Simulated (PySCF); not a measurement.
# [Ho(H2O)]3+: other functionals and bases at one geometry

The task here is to estimate one member of a computed series from the others.

The runs use PySCF 2.14.0; several levels, as the steps say, no spin–orbit coupling.

3 further runs of the same task are left out: 2 for a known fault of the program, 1 that didn't finish.

**The starting structure**

4 atoms, charge 3, spin multiplicity 1.

Bond lengths: Ho1–O2 2.165 Å, O2–H3 1.018 Å, O2–H4 1.018 Å. Angles: Ho1–O2–H3 129.0°, Ho1–O2–H4 129.0°, H3–O2–H4 102.0°.

As a file:

```xyz
4

Ho    0.00000    0.00000   -0.06902
O     0.00000    0.00000    2.09620
H     0.79123    0.00000    2.73646
H    -0.79123    0.00000    2.73646
```

Formal oxidation states: Ho +3. Each metal's 10 4f electrons lie in its core potential, so multiplicities, spins and levels count the valence alone. An earlier session relaxed this geometry at BP86, Ho lcecp-1-SVP with ECP56, O def2-SVP, H def2-SVP (singlet, point group C2v).

At BP86 on the finer grid: E = -112.717813 Eh, HOMO -26.72 eV, LUMO -21.73 eV, Mulliken charge on Ho1 +2.49 e, largest force component 0.005 eV/Å. 

Levels to run: B3LYP; M06-L; PBE0; TPSSh; BP86, TZVP. Hardware: 2 threads of Arm Neoverse V2, shared host.

Set-up of the first run:

run.py (the lines that set the calculation) reads:

```python
mol = gto.M(atom='''
Ho     0.00000     0.00000    -0.06902
O      0.00000     0.00000     2.09620
H      0.79123     0.00000     2.73646
H     -0.79123     0.00000     2.73646''',
    basis={'Ho': 'lcecp-1-SVP', 'O': 'def2-SVP', 'H': 'def2-SVP'},
    ecp={'Ho': 'lcecp-1-SVP'},
    charge=3, spin=0)
mf = dft.RKS(mol, xc='B3LYP')
mf.grids.atom_grid = (75, 302)  # f atoms: unpruned, at least (60, 302)
mf = mf.density_fit()  # fitting sets: Ho AutoAux, O def2-universal-JKFIT, H def2-universal-JKFIT
mf.conv_tol = 1e-08; mf.max_cycle = 55
mf.kernel(dm0)  # dm0: the density of the relaxed state
```

On the command line:

```sh
$ OMP_NUM_THREADS=2 python run.py
```

Steps of the session up to this table: B3LYP; M06-L; PBE0; TPSSh; BP86, TZVP.

One table of the session follows, with a row left open; its other results are not shown here.

| level | HOMO (eV) | gap (eV) | charge on Ho1 (e) | dipole (D) | largest force component (eV/Å) |
| --- | --- | --- | --- | --- | --- |
| BP86 (relaxed here) | -26.72 | 4.99 | 2.49 | 3.75 | 0.00 |
| B3LYP | -27.96 | 6.82 | 2.53 | 3.49 | 0.47 |
| M06-L | -26.77 | 5.60 | 2.57 | 3.34 | 0.76 |
| PBE0 | -28.24 | 7.52 | 2.54 | 3.41 | 0.53 |
| TPSSh | ? | ? | ? | ? | ? |
| BP86, TZVP | -26.72 | 4.91 | 2.59 | 3.79 | 0.25 |

Estimate the missing values for TPSSh.

As computed: HOMO (eV): -27.28; gap (eV): 6.14; charge on Ho1 (e): 2.53; dipole (D): 3.51; largest force component (eV/Å): 0.39. In the column «HOMO (eV)» it lies between B3LYP (-27.96) and M06-L (-26.77).

The dipole of a charged species depends on the origin, so these sizes hold for this origin alone.

In one basis the HOMO–LUMO gap runs from 4.99 eV (BP86) to 7.52 eV (PBE0). The largest leftover force, 0.76 eV/Å with M06-L, stands at a geometry relaxed at another level. With 4f in the core, its levels are missing from HOMO and gap, and its count is fixed, so no charge can pass from the ligands into it. Total energies of different levels can't be compared.
